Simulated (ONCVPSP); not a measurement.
**Pseudopotential generation for tantalum: ONCV, PBE**

Do these settings give a usable potential? It is generated, then checked for transferability, scattering, ghosts and hardness.

Program: ONCVPSP 4.0.1.1 (patched build). Reference atom: PBE, scalar-relativistic, spherical and spin-unpolarised. All values are calculated.

## Step 1: The design

Typed settings, in words:

```json
{
 "element": "tantalum (Ta, Z = 73)",
 "type": "optimised norm-conserving Vanderbilt (ONCV)",
 "frozen core": "[Kr] 4d10 4f14",
 "valence charge": "13",
 "reference configuration": "5s2 5p6 5d3 6s2",
 "partial waves": "5s+6s: rc 2.00 bohr, ncon 5, nbas 8, qcut 5.8 1/bohr, 2 projectors; 5p: rc 1.30 bohr, ncon 5, nbas 10, qcut 5 1/bohr, 1 projector; 5d: rc 2.75 bohr, ncon 3, nbas 8, qcut 6.2 1/bohr, 2 projectors, debl 0.6 Ha",
 "local potential": "polynomial inside 1.05 bohr (lpopt 3, dvloc0 0 Ha)",
 "core correction": "polynomial model core, fcfact 0.5"
}
```

The outer shells as boxes (Hund's rule for the drawing; the calculation is spin-unpolarised):

```
[Kr] core
4d [↑↓][↑↓][↑↓][↑↓][↑↓]
4f [↑↓][↑↓][↑↓][↑↓][↑↓][↑↓][↑↓]
5s [↑↓]
5p [↑↓][↑↓][↑↓]
5d [↑ ][↑ ][↑ ][  ][  ]
6s [↑↓]
```

The nodes and maxima of the atom's own shells, from an earlier all-electron run, set the scale for the radii.

All-electron outer shells of the reference configuration (PBE, scalar-relativistic, ld1.x):

| shell | level (eV) | outermost node (bohr) | outermost maximum (bohr) |
| --- | --- | --- | --- |
| 5s | -73.00 | 0.54 | 0.98 |
| 5p | -39.40 | 0.58 | 1.13 |
| 4f | -24.70 | – | 0.44 |
| 6s | -5.44 | 1.32 | 2.78 |
| 5d | -3.59 | 0.65 | 1.58 |
| 6p | -1.39 | 1.60 | 3.89 |

## Step 2: The generation run

Contents of Ta.dat:

```
# ATOM AND REFERENCE CONFIGURATION
# atsym  z   nc   nv     iexc    psfile
  Ta 73.00   10    4        4      upf
#
#   n    l    f
    1    0    2.00
    2    0    2.00
    2    1    6.00
    3    0    2.00
    3    1    6.00
    3    2   10.00
    4    0    2.00
    4    1    6.00
    4    2   10.00
    4    3   14.00
    5    0    2.00
    5    1    6.00
    5    2    3.00
    6    0    2.00
#
# PSEUDOPOTENTIAL AND OPTIMIZATION
# lmax
    2
#
#   l,   rc,      ep,       ncon, nbas, qcut
    0    2.00    0.00    5    8    5.80
    1    1.30    0.00    5   10    5.00
    2    2.75    0.00    3    8    6.20
#
# LOCAL POTENTIAL
# lloc, lpopt,  rc(5),   dvloc0
    4    3    1.05    0.00
#
# VANDERBILT-KLEINMAN-BYLANDER PROJECTORs
# l, nproj, debl
    0    2    2.70
    1    1    2.30
    2    2    0.60
#
# MODEL CORE CHARGE
# icmod, fcfact, rcfact
    1    0.50    0.00
#
# LOG DERIVATIVE ANALYSIS
# epsh1, epsh2, depsh
   -4.00    5.00    0.02
#
# OUTPUT GRID
# rlmax, drl
    6.00    0.01
#
# TEST CONFIGURATIONS
# ncnf
    4
# nvcnf
#   n    l    f
    4
    5    0    2.00
    5    1    6.00
    5    2    3.00
    6    0    1.00
#
    4
    5    0    2.00
    5    1    6.00
    5    2    3.00
    6    0    0.00
#
    4
    5    0    2.00
    5    1    6.00
    5    2    2.00
    6    0    0.00
#
    4
    5    0    2.00
    5    1    6.00
    5    2    4.00
    6    0    1.00
#
```

Run with:

```bash
oncvpsp.x < Ta.dat > Ta.out
```

Q: Predict the outcome of this session. Wanted: cutoffs for 1 and 0.1 mHa per electron, occupied waves; bound ghosts; GHOST(+) flags; largest test error; largest phase difference near zero energy, channels read; rms error of d²Exc/dn², without and with the model core.

The runs gave:

```
                                                quantity                         value
  cutoffs for 1 and 0.1 mHa per electron, occupied waves             174 Ha and 202 Ha
                                            bound ghosts                    none found
                                          GHOST(+) flags                    s at 96 eV
                            largest test error (AE − PS)  -42 meV, for 5s2 5p6 5d2 6s0
largest phase difference near zero energy, channels read                     0.013 rad
 rms error of d²Exc/dn², without and with the model core             6.89 and 1.37 mHa
```

By total energies transferability is fair: the largest error is 42 meV on 47.0 eV, for 5s2 5p6 5d2 6s0. That test lies far up in energy; among those under 40 eV, nearer to bonding, the largest error is 19 meV. By its cutoff, 174 Ha for the looser tolerance, it is very hard. At the looser tolerance the 5p wave is the slowest; 5s needs 14 Ha. No bound ghost shows below the valence levels. Near zero energy the phases of the channels with partial waves agree within 0.013 rad. The program also flags highly localised states, GHOST(+) (s). Note that the frozen 4f shell (-25 eV) lies higher than the valence 5s shell (-73 eV). All of this concerns the isolated atom, not yet a solid.
